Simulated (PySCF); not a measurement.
# CH7N3Si2: electronic excitations at several levels of theory

How much do the electronic excitations of CH7N3Si2 (`N#C[Si@@H](N)[SiH2]N`) depend on the level of theory, and what does each level cost?

Computed with PySCF 2.14.0, with density-fitted response routines of our own, on a single molecule in the gas phase. Atoms are numbered from 0 throughout.

## Step 1: The molecule as given

13 atoms, charge 0, multiplicity 1; geometry from: GFN2-xTB. The atoms were then displaced at random by about 0.01 Å, so the start is not that level's minimum.

Bonds of the start (Å): N0–C1 1.13, C1–Si2 1.87, Si2–N3 1.70, Si2–Si4 2.32, Si4–N5 1.73, Si2–H6 1.47, N3–H7 1.00, N3–H8 1.04, Si4–H9 1.47, Si4–H10 1.46, N5–H11 1.01, N5–H12 0.98.

## Step 2: Optimising the geometry at PBE0-D3(BJ)/def2-SVP

Job settings and geometry (Å):

```
{"job": {"xc": "PBE0", "basis": "def2-SVP", "d3": "d3bj", "grid": 1, "shake": 0.01, "kind": "geom"}, "charge": 0, "multiplicity": 1}
N     -2.138630     1.601800     1.951140
C     -1.716910     0.810140     1.271220
Si    -0.895920    -0.493670     0.211220
N     -1.549800    -0.207870    -1.330820
Si     1.382520    -0.105770     0.048030
N      1.894100     0.158450     1.680690
H     -1.318440    -1.737220     0.880840
H     -1.187540    -0.662960    -2.143590
H     -2.585250    -0.123810    -1.397600
H      1.728480     0.985580    -0.868240
H      2.146570    -1.273810    -0.370840
H      1.392610     0.793230     2.277890
H      2.854040     0.239010     1.872400
```

Started as:

```console
$ OMP_NUM_THREADS=1 python probes_run.py task.json out
```

The driver reads the jobs from task.json and runs them one after another.

Log:

```text
step   0  E = -784.77358810  max force = 0.066700
step   1  E = -784.78396214  max force = 0.007312
step   2  E = -784.78433964  max force = 0.001709
step   3  E = -784.78455108  max force = 0.002551
step   4  E = -784.78467380  max force = 0.002651
step   5  E = -784.78488452  max force = 0.001827
step   6  E = -784.78513212  max force = 0.001621
step   7  E = -784.78563805  max force = 0.005232
step   8  E = -784.78601376  max force = 0.007376
step   9  E = -784.78662437  max force = 0.005449
step  10  E = -784.78708564  max force = 0.002943
step  11  E = -784.78750039  max force = 0.003393
step  12  E = -784.78768618  max force = 0.003210
step  13  E = -784.78789178  max force = 0.002056
step  14  E = -784.78799775  max force = 0.000811
step  15  E = -784.78803395  max force = 0.000897
step  16  E = -784.78803809  max force = 0.000783
step  17  E = -784.78804317  max force = 0.000416
optimisation converged
```

Run time: 2.1 min. Hardware: 1 thread of Arm Neoverse V1, shared host; peak memory 0.5 GiB.

Relaxation path:

```tsv
step	energy from step 0 (eV)	largest force component (eV/Å)
0	0.0000	3.4299
1	-0.2823	0.3760
2	-0.2926	0.0879
3	-0.2983	0.1312
4	-0.3017	0.1363
5	-0.3074	0.0939
6	-0.3141	0.0834
7	-0.3279	0.2690
8	-0.3381	0.3793
9	-0.3547	0.2802
10	-0.3673	0.1513
11	-0.3786	0.1745
12	-0.3836	0.1651
13	-0.3892	0.1057
14	-0.3921	0.0417
15	-0.3931	0.0461
16	-0.3932	0.0403
17	-0.3933	0.0214
```

Close pairs (by a distance rule), those that changed most:

```tsv
bond	before (Å)	after (Å)	change (Å)
Si4–H9	1.466	1.507	+0.040
Si4–H10	1.457	1.494	+0.037
N0–C1	1.126	1.161	+0.036
N5–H12	0.982	1.013	+0.031
Si2–Si4	2.317	2.345	+0.028
N3–H8	1.041	1.014	-0.027
Si2–N3	1.699	1.720	+0.021
C1–Si2	1.870	1.886	+0.016
```

The end geometry stands in the next job.

```tsv
at the end point	value
point group (found at 0.08 Å tolerance)	C1
rotational constants (GHz, main isotopes)	2.483, 1.847, 1.149
dipole moment (D)	2.75
```

## Step 3: Excited states and response: PBE0/def2-SVP

Job settings and geometry (Å):

```
{"job": {"kind": "uv", "xc": "PBE0", "basis": "def2-SVP"}, "charge": 0, "multiplicity": 1}
N     -1.843496     1.437240     2.135508
C     -1.537690     0.625586     1.363068
Si    -0.881573    -0.617480     0.105108
N     -1.547857    -0.433226    -1.470222
Si     1.415039    -0.144616     0.133370
N      1.743049     0.375014     1.747575
H     -1.285106    -1.940499     0.655752
H     -1.235206     0.332578    -2.056593
H     -2.519163    -0.661464    -1.652198
H      1.670755     0.838450    -0.979499
H      2.230548    -1.358650    -0.172179
H      1.101554     1.015533     2.204985
H      2.694622     0.514974     2.067069
```

Method: TDDFT PBE0/def2-SVP, vertical, gas phase, core orbitals frozen in the response.

Log:

```text
coarse grid: 11864 points
cycle   1  E = -784.6090360044  dE =  3.498e-01  |g| = 5.940e-01  |ddm| = 3.647e+00
cycle   2  E = -784.4590388017  dE =  1.500e-01  |g| = 1.001e+00  |ddm| = 1.324e+00
cycle   3  E = -784.6794586745  dE = -2.204e-01  |g| = 2.202e-01  |ddm| = 8.791e-01
cycle   4  E = -784.6895755867  dE = -1.012e-02  |g| = 5.867e-02  |ddm| = 1.785e-01
cycle   5  E = -784.6903454356  dE = -7.698e-04  |g| = 9.648e-03  |ddm| = 5.356e-02
cycle   6  E = -784.6903703662  dE = -2.493e-05  |g| = 1.826e-03  |ddm| = 1.194e-02
cycle   7  E = -784.6903713120  dE = -9.457e-07  |g| = 4.365e-04  |ddm| = 2.513e-03
final grid: 105640 points
cycle   8  E = -784.7768033862  dE = -1.173e-05  |g| = 7.243e-03  |ddm| = 1.611e-02
cycle   9  E = -784.7767920335  dE =  1.135e-05  |g| = 1.026e-02  |ddm| = 1.495e-02
cycle  10  E = -784.7768146142  dE = -2.258e-05  |g| = 1.461e-03  |ddm| = 8.820e-03
cycle  11  E = -784.7768150861  dE = -4.719e-07  |g| = 3.776e-04  |ddm| = 1.177e-03
cycle  12  E = -784.7768151187  dE = -3.269e-08  |g| = 7.086e-05  |ddm| = 3.553e-04
cycle  13  E = -784.7768151201  dE = -1.336e-09  |g| = 1.177e-05  |ddm| = 8.214e-05
cycle  14  E = -784.7768151201  dE = -4.525e-11  |g| = 3.085e-06  |ddm| = 2.250e-05
converged SCF energy = -784.7768151201

Static polarisability (au): isotropic 73.670, principal 61.534 77.388 82.089

Singlet excitations
state   eV       nm        f      main configurations
  1   5.4530    227.4   0.00269   H->L 0.95
  2   5.9472    208.5   0.00614   H-1->L 0.97
  3   6.0270    205.7   0.00944   H->L+1 0.95
  4   6.5098    190.5   0.01402   H-1->L+1 0.94
  5   6.5713    188.7   0.02671   H-2->L 0.77
  6   7.0275    176.4   0.04331   H->L+2 0.81
  7   7.0840    175.0   0.05045   H-2->L+1 0.65, H-3->L 0.10
  8   7.2043    172.1   0.05296   H-3->L 0.45, H-3->L+1 0.19, H-2->L 0.08
  9   7.2781    170.4   0.01880   H->L+3 0.88
 10   7.5872    163.4   0.01306   H-3->L+1 0.32, H-5->L 0.26, H-4->L 0.23

Triplet excitations (Tamm-Dancoff, eV): 5.1522 5.4385 5.6271 5.7359
```

It took 17 s on 1 thread of Arm Neoverse V1, shared host; peak memory 0.65 GiB.

The orbitals next to the gap, with their largest atomic shares:

```tsv
orbital	eV	atoms
HOMO−3	-9.52	N0 46 %, C1 35 %, H6 7 %
HOMO−2	-8.52	Si4 27 %, Si2 25 %, N0 12 %
HOMO−1	-7.94	N3 69 %, Si2 7 %, C1 6 %
HOMO	-7.32	N5 62 %, H9 12 %, Si4 10 %
LUMO	-0.62	Si2 31 %, N0 19 %, Si4 17 %
LUMO+1	-0.21	N0 23 %, Si2 22 %, C1 21 %
LUMO+2	0.98	Si2 32 %, Si4 28 %, C1 11 %
```

With each of the 10 states as a Gaussian band of 0.4 eV half-width at 1/e, the curve within the window shown has maxima at 174 nm (ε 6,700) L/(mol cm). Beyond the last state computed it falls off for lack of states. The curve at chosen wavelengths:

nm, ε (L/mol/cm) and a bar:
```
      157        546 ##
      161       1558 #######
      165       3377 ###############
      169       5492 #########################
      173       6695 ##############################
      177       6334 ############################
      181       5005 ######################
      184       3965 ##################
      188       2901 #############
      192       2178 ##########
      196       1657 #######
      200       1282 ######
      204       1022 #####
      208        827 ####
      212        659 ###
      216        505 ##
      220        374 ##
      224        273 #
      228        199 #
      231        157 #
      235        114 
      239         80 
      243         54 
      247         35 
      251         21 
      255         12
```

Further results of this job:

```tsv
property	computed
dipole moment (D)	2.75
polarisability (Å³)	10.92
HOMO–LUMO gap (eV)	6.70
−ε(HOMO) (eV)	7.32
```

## Step 4: Excited states and response: PBE0/def2-TZVP

Same as in step 3 but for these lines:

```diff
@@ -1,2 +1,2 @@
-{"job": {"kind": "uv", "xc": "PBE0", "basis": "def2-SVP"}, "charge": 0, "multiplicity": 1}
+{"job": {"kind": "uv", "xc": "PBE0", "basis": "def2-TZVP"}, "charge": 0, "multiplicity": 1}
 N     -1.843496     1.437240     2.135508
```

Method: TDDFT PBE0/def2-TZVP, vertical, gas phase, core orbitals frozen in the response.

Log:

```text
coarse grid: 11864 points
cycle   1  E = -785.1536658436  dE =  3.539e-01  |g| = 6.281e-01  |ddm| = 2.761e+00
cycle   2  E = -785.0005296494  dE =  1.531e-01  |g| = 1.044e+00  |ddm| = 1.039e+00
cycle   3  E = -785.2274115808  dE = -2.269e-01  |g| = 2.331e-01  |ddm| = 6.872e-01
cycle   4  E = -785.2378162180  dE = -1.040e-02  |g| = 7.700e-02  |ddm| = 1.461e-01
cycle   5  E = -785.2390591318  dE = -1.243e-03  |g| = 1.332e-02  |ddm| = 5.112e-02
cycle   6  E = -785.2390997375  dE = -4.061e-05  |g| = 2.516e-03  |ddm| = 1.144e-02
cycle   7  E = -785.2391011965  dE = -1.459e-06  |g| = 6.786e-04  |ddm| = 2.553e-03
final grid: 105640 points
cycle   8  E = -785.2258292478  dE = -3.150e-05  |g| = 8.117e-03  |ddm| = 2.731e-02
cycle   9  E = -785.2258155923  dE =  1.366e-05  |g| = 1.149e-02  |ddm| = 1.234e-02
cycle  10  E = -785.2258419227  dE = -2.633e-05  |g| = 1.516e-03  |ddm| = 7.251e-03
cycle  11  E = -785.2258423564  dE = -4.338e-07  |g| = 6.383e-04  |ddm| = 9.752e-04
cycle  12  E = -785.2258424391  dE = -8.270e-08  |g| = 1.473e-04  |ddm| = 4.192e-04
cycle  13  E = -785.2258424444  dE = -5.264e-09  |g| = 1.898e-05  |ddm| = 1.262e-04
cycle  14  E = -785.2258424445  dE = -1.105e-10  |g| = 4.064e-06  |ddm| = 2.146e-05
converged SCF energy = -785.2258424445

Static polarisability (au): isotropic 82.355, principal 68.814 85.975 92.277

Singlet excitations
state   eV       nm        f      main configurations
  1   5.3259    232.8   0.00186   H->L 0.95
  2   5.8334    212.5   0.00907   H-1->L 0.97
  3   5.9151    209.6   0.01002   H->L+1 0.95
  4   6.3575    195.0   0.02952   H-2->L 0.81
  5   6.4118    193.4   0.01852   H-1->L+1 0.93
  6   6.7783    182.9   0.03623   H->L+2 0.79, H->L+3 0.11
  7   6.8613    180.7   0.06529   H-2->L+1 0.72
  8   7.0131    176.8   0.01778   H-3->L 0.47, H->L+3 0.19, H-3->L+1 0.12
  9   7.0157    176.7   0.04956   H->L+3 0.62, H->L+2 0.13, H-3->L 0.09
 10   7.3784    168.0   0.00862   H-3->L+1 0.31, H-5->L 0.23, H-4->L 0.16

Triplet excitations (Tamm-Dancoff, eV): 5.0058 5.3239 5.5099 5.5949
```

It took 46 s on 1 thread of Arm Neoverse V1, shared host; peak memory 0.92 GiB.

In short: HOMO -7.54 eV, LUMO -0.97 eV; lowest singlet 5.33 eV.

## Step 5: Ultraviolet spectrum: PBE0/aug-cc-pVDZ

Same as in step 4 but for these lines:

```diff
@@ -1,2 +1,2 @@
-{"job": {"kind": "uv", "xc": "PBE0", "basis": "def2-TZVP"}, "charge": 0, "multiplicity": 1}
+{"job": {"kind": "uv", "xc": "PBE0", "basis": "aug-cc-pVDZ"}, "charge": 0, "multiplicity": 1}
 N     -1.843496     1.437240     2.135508
```

With the program's defaults for keys left out, this is: TDDFT PBE0/aug-cc-pVDZ, vertical, gas phase, core orbitals frozen in the response.

Log:

```text
coarse grid: 11864 points
cycle   1  E = -785.0437744780  dE =  4.118e-01  |g| = 5.939e-01  |ddm| = 7.911e+00
cycle   2  E = -784.8899609443  dE =  1.538e-01  |g| = 1.012e+00  |ddm| = 2.257e+00
cycle   3  E = -785.1154059289  dE = -2.254e-01  |g| = 2.125e-01  |ddm| = 1.436e+00
cycle   4  E = -785.1246643716  dE = -9.258e-03  |g| = 6.125e-02  |ddm| = 3.133e-01
cycle   5  E = -785.1254987809  dE = -8.344e-04  |g| = 1.098e-02  |ddm| = 1.000e-01
cycle   6  E = -785.1255309441  dE = -3.216e-05  |g| = 2.047e-03  |ddm| = 2.448e-02
cycle   7  E = -785.1255320811  dE = -1.137e-06  |g| = 6.536e-04  |ddm| = 4.769e-03
final grid: 105640 points
cycle   8  E = -785.1430975035  dE = -1.562e-05  |g| = 7.708e-03  |ddm| = 1.064e-01
cycle   9  E = -785.1430843695  dE =  1.313e-05  |g| = 1.104e-02  |ddm| = 2.717e-02
cycle  10  E = -785.1431106956  dE = -2.633e-05  |g| = 1.181e-03  |ddm| = 1.595e-02
cycle  11  E = -785.1431109896  dE = -2.940e-07  |g| = 4.917e-04  |ddm| = 2.073e-03
cycle  12  E = -785.1431110414  dE = -5.178e-08  |g| = 1.120e-04  |ddm| = 7.191e-04
cycle  13  E = -785.1431110445  dE = -3.109e-09  |g| = 1.706e-05  |ddm| = 2.071e-04
cycle  14  E = -785.1431110446  dE = -1.080e-10  |g| = 4.142e-06  |ddm| = 6.296e-05
converged SCF energy = -785.1431110446

Static polarisability (au): isotropic 88.939, principal 75.392 92.726 98.699

Singlet excitations
state   eV       nm        f      main configurations
  1   5.2998    233.9   0.00131   H->L 0.92
  2   5.7852    214.3   0.01823   H-1->L 0.90
  3   5.8591    211.6   0.00674   H->L+1 0.87
  4   6.3395    195.6   0.03936   H->L+2 0.36, H-1->L+1 0.29, H-2->L 0.15
  5   6.3872    194.1   0.00581   H-2->L 0.66, H-1->L+1 0.14
  6   6.4118    193.4   0.01544   H-1->L+1 0.49, H->L+2 0.34
  7   6.5933    188.0   0.05080   H->L+3 0.78, H->L+2 0.15
  8   6.8710    180.4   0.06214   H-2->L+1 0.69
  9   6.8910    179.9   0.02073   H->L+4 0.56, H->L+6 0.10
 10   6.9852    177.5   0.01436   H->L+5 0.25, H-1->L+2 0.23, H-3->L 0.20

Triplet excitations (Tamm-Dancoff, eV): 5.0183 5.3412 5.5104 5.6086
```

It took 40 s on 1 thread of Arm Neoverse V1, shared host; peak memory 0.81 GiB.

Key values: HOMO -7.53 eV, LUMO -1.05 eV; lowest singlet 5.30 eV.

## Step 6: Ultraviolet spectrum: PBE0/def2-TZVPD

Same as in step 5 but for these lines:

```diff
@@ -1,2 +1,2 @@
-{"job": {"kind": "uv", "xc": "PBE0", "basis": "aug-cc-pVDZ"}, "charge": 0, "multiplicity": 1}
+{"job": {"kind": "uv", "xc": "PBE0", "basis": "def2-TZVPD"}, "charge": 0, "multiplicity": 1}
 N     -1.843496     1.437240     2.135508
```

Method: TDDFT PBE0/def2-TZVPD, vertical, gas phase, core orbitals frozen in the response.

Log:

```text
coarse grid: 11864 points
cycle   1  E = -785.1566627941  dE =  3.527e-01  |g| = 6.256e-01  |ddm| = 2.979e+00
cycle   2  E = -785.0011416097  dE =  1.555e-01  |g| = 1.047e+00  |ddm| = 1.258e+00
cycle   3  E = -785.2302666310  dE = -2.291e-01  |g| = 2.298e-01  |ddm| = 7.609e-01
cycle   4  E = -785.2402875868  dE = -1.002e-02  |g| = 7.805e-02  |ddm| = 1.468e-01
cycle   5  E = -785.2415664256  dE = -1.279e-03  |g| = 1.358e-02  |ddm| = 6.152e-02
cycle   6  E = -785.2416083725  dE = -4.195e-05  |g| = 2.587e-03  |ddm| = 1.192e-02
cycle   7  E = -785.2416098977  dE = -1.525e-06  |g| = 7.464e-04  |ddm| = 2.846e-03
final grid: 105640 points
cycle   8  E = -785.2283353298  dE = -3.342e-05  |g| = 8.134e-03  |ddm| = 7.142e-02
cycle   9  E = -785.2283211165  dE =  1.421e-05  |g| = 1.162e-02  |ddm| = 1.246e-02
cycle  10  E = -785.2283480850  dE = -2.697e-05  |g| = 1.538e-03  |ddm| = 7.115e-03
cycle  11  E = -785.2283485306  dE = -4.456e-07  |g| = 6.473e-04  |ddm| = 1.066e-03
cycle  12  E = -785.2283486156  dE = -8.490e-08  |g| = 1.529e-04  |ddm| = 4.674e-04
cycle  13  E = -785.2283486212  dE = -5.694e-09  |g| = 1.962e-05  |ddm| = 1.576e-04
cycle  14  E = -785.2283486214  dE = -1.214e-10  |g| = 4.109e-06  |ddm| = 2.879e-05
converged SCF energy = -785.2283486214

Static polarisability (au): isotropic 88.308, principal 74.858 92.007 98.060

Singlet excitations
state   eV       nm        f      main configurations
  1   5.2817    234.7   0.00141   H->L 0.94
  2   5.7842    214.3   0.01369   H-1->L 0.94
  3   5.8386    212.4   0.00879   H->L+1 0.93
  4   6.3030    196.7   0.03374   H-2->L 0.81
  5   6.3506    195.2   0.01592   H-1->L+1 0.93
  6   6.5818    188.4   0.02246   H->L+2 0.71, H->L+3 0.15
  7   6.7747    183.0   0.03336   H->L+3 0.67, H->L+2 0.19
  8   6.7916    182.6   0.08101   H-2->L+1 0.71
  9   6.9661    178.0   0.03055   H-3->L 0.49, H-3->L+1 0.10
 10   7.0204    176.6   0.01452   H->L+4 0.63, H->L+3 0.09

Triplet excitations (Tamm-Dancoff, eV): 4.9709 5.2834 5.4705 5.5599
```

It took 66 s on 1 thread of Arm Neoverse V1, shared host; peak memory 1.1 GiB.

This run: HOMO -7.59 eV, LUMO -1.08 eV; lowest singlet 5.28 eV.

## Step 7: Ultraviolet spectrum: PBE0/6-31+G*

Same as in step 6 but for these lines:

```diff
@@ -1,2 +1,2 @@
-{"job": {"kind": "uv", "xc": "PBE0", "basis": "def2-TZVPD"}, "charge": 0, "multiplicity": 1}
+{"job": {"kind": "uv", "xc": "PBE0", "basis": "6-31+G*"}, "charge": 0, "multiplicity": 1}
 N     -1.843496     1.437240     2.135508
```

Method: TDDFT PBE0/6-31+G*, vertical, gas phase, core orbitals frozen in the response.

Log:

```text
coarse grid: 11864 points
cycle   1  E = -785.0715121521  dE =  3.899e-01  |g| = 5.791e-01  |ddm| = 3.751e+00
cycle   2  E = -784.9303496338  dE =  1.412e-01  |g| = 9.757e-01  |ddm| = 1.559e+00
cycle   3  E = -785.1407034847  dE = -2.104e-01  |g| = 2.071e-01  |ddm| = 9.882e-01
cycle   4  E = -785.1494730950  dE = -8.770e-03  |g| = 6.225e-02  |ddm| = 2.042e-01
cycle   5  E = -785.1503393572  dE = -8.663e-04  |g| = 1.037e-02  |ddm| = 7.709e-02
cycle   6  E = -785.1503684621  dE = -2.910e-05  |g| = 1.941e-03  |ddm| = 1.440e-02
cycle   7  E = -785.1503695163  dE = -1.054e-06  |g| = 5.076e-04  |ddm| = 5.755e-03
final grid: 105640 points
cycle   8  E = -785.0820622555  dE = -1.309e-05  |g| = 8.045e-03  |ddm| = 2.793e-02
cycle   9  E = -785.0820469599  dE =  1.530e-05  |g| = 1.170e-02  |ddm| = 1.849e-02
cycle  10  E = -785.0820767884  dE = -2.983e-05  |g| = 1.546e-03  |ddm| = 1.071e-02
cycle  11  E = -785.0820773098  dE = -5.214e-07  |g| = 4.589e-04  |ddm| = 1.510e-03
cycle  12  E = -785.0820773570  dE = -4.726e-08  |g| = 1.051e-04  |ddm| = 4.860e-04
cycle  13  E = -785.0820773599  dE = -2.845e-09  |g| = 1.426e-05  |ddm| = 1.811e-04
cycle  14  E = -785.0820773600  dE = -7.276e-11  |g| = 3.111e-06  |ddm| = 4.207e-05
converged SCF energy = -785.0820773600

Static polarisability (au): isotropic 81.107, principal 68.882 82.922 91.518

Singlet excitations
state   eV       nm        f      main configurations
  1   5.2936    234.2   0.00099   H->L 0.93
  2   5.7730    214.8   0.01870   H-1->L 0.94
  3   5.9329    209.0   0.01057   H->L+1 0.91
  4   6.3909    194.0   0.04327   H-2->L 0.78
  5   6.4476    192.3   0.01452   H-1->L+1 0.59, H->L+2 0.28
  6   6.5168    190.3   0.02254   H->L+2 0.60, H-1->L+1 0.30
  7   6.7779    182.9   0.03937   H->L+3 0.88
  8   6.9597    178.1   0.06569   H-2->L+1 0.70
  9   7.0070    176.9   0.01943   H->L+4 0.70
 10   7.0493    175.9   0.02714   H-3->L 0.51

Triplet excitations (Tamm-Dancoff, eV): 5.0398 5.3640 5.5823 5.6400
```

Wall time 19 s (1 thread of Arm Neoverse V1, shared host); peak memory 0.69 GiB.

In short: HOMO -7.53 eV, LUMO -1.04 eV; lowest singlet 5.29 eV.

## Step 8: Comparing the runs: electronic excitations

Excitations and ground-state properties, with basis size and wall time:

```tsv
run	lowest singlet (eV)	brightest (eV)	f	gap (eV)	α (Å³)	μ (D)	functions	time
PBE0/def2-SVP	5.45	7.20	0.053	6.70	10.92	2.75	127	17 s
PBE0/def2-TZVP	5.33	6.86	0.065	6.58	12.20	2.92	240	46 s
PBE0/aug-cc-pVDZ	5.30	6.87	0.062	6.49	13.18	3.01	209	40 s
PBE0/def2-TZVPD	5.28	6.79	0.081	6.51	13.09	2.97	297	66 s
PBE0/6-31+G*	5.29	6.96	0.066	6.49	12.02	2.99	130	19 s
```

## Step 9: Results

| quantity | value |
| --- | --- |
| point group | C1 |
| rotational constants (main isotopes) | 2.48, 1.85, 1.15 GHz |
| lowest singlet (PBE0/def2-SVP) | 5.45 eV (227 nm), f = 0.003 |
| brightest single state of those computed | state 8, 7.20 eV, f = 0.053 |
| lowest triplet | 5.15 eV |
| range of the lowest singlet | 5.28 to 5.45 eV |

Single values in the summary come from the first sound run of each kind (PBE0/def2-SVP), which need not be the best level. The start of the PBE0/def2-SVP relaxation was shaken at random by about 0.01 Å, so part of the energy gained, and of the first lengths quoted, undoes that. Relaxing lowered the energy by 0.393 eV in 17 steps; the close pair that moved most is Si4–H9, from 1.466 to 1.507 Å. The lowest singlet, at 5.45 eV, is HOMO→LUMO 0.95 and is weak; of the 10 states computed, the strongest absorption comes from state 8 at 7.20 eV. The lowest triplet lies 0.30 eV below the lowest singlet (triplets in Tamm-Dancoff, singlets in full TDDFT). The basis of PBE0/def2-SVP has no diffuse functions, so Rydberg states are missing and the high states are unreliable. The lowest singlet runs from 5.28 eV (PBE0/def2-TZVPD) to 5.45 eV (PBE0/def2-SVP), while the orbital gap spans 6.49 to 6.70 eV. The lowest state need not be the same one in every run.
